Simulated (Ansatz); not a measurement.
# HfHO (doublet): the correlation ladder, def2-QZVPP

The task here is to estimate one member of a computed series from the others.

Computed with Ansatz 0.2.0, Gaussian basis. Level: def2-QZVPP, core rule «outside noble gas», up to 5 orbitals frozen.

Plan: UHF; ROHF; CCSD(T) on UHF.

2 further runs of the same task are left out: 2 set aside as unsound or not needed.

**The system**

The geometry is a PBE0/def2-TZVP stationary point (not a proven minimum). No spin-orbit coupling is included. Elements past krypton take def2 core potentials.

3 atoms, charge 0, spin multiplicity 2.

Atoms are counted from 1 here; the program's logs count them from 0.

Bond lengths: Hf1–O2 1.870 Å, O2–H3 0.953 Å. Angles: Hf1–O2–H3 180.0°.

Set-up of the first run:

File in.yaml:

```yaml
crystal:
  periodic: [false, false, false]
  atoms:
    - {symbol: Hf, position_ang: [0.000000, 0.000000, 1.564473]}
    - {symbol: O, position_ang: [0.000000, 0.000000, -0.305590]}
    - {symbol: H, position_ang: [0.000000, 0.000000, -1.258884]}
basis:
  gaussian: {orbitals: "def2-QZVPP.json"}
magnetization: {spin_polarized: true, initial_magnetization: 1}
hamiltonian: {xc: hf}
output: {orbitals: {seedname: orbitals}}
```

Started as:

```bash
> ansatz run in.yaml --threads 1 --pin off --events-out ev --progress --plain --max-ram 4096MiB --backend cpu
```

Steps of the session up to this table: UHF; ROHF; CCSD(T) on UHF.

One table of the session follows, with a row left open; its other results are not shown here.

```
  method  from UCCSD(T) (kJ/mol)
    ROHF                  +969.0
     UHF                  +948.1
    UMP2                       ?
   UCCSD                   +41.3
UCCSD(T)                       0
```

Estimate the missing values for UMP2.

The run gave: from UCCSD(T) (kJ/mol): +73.7. In the column «from UCCSD(T) (kJ/mol)» it lies between UCCSD (+41.3) and UHF (+948.1).

Limits of these values: Warnings: spin contamination; coupled cluster took another determinant than the lowest.
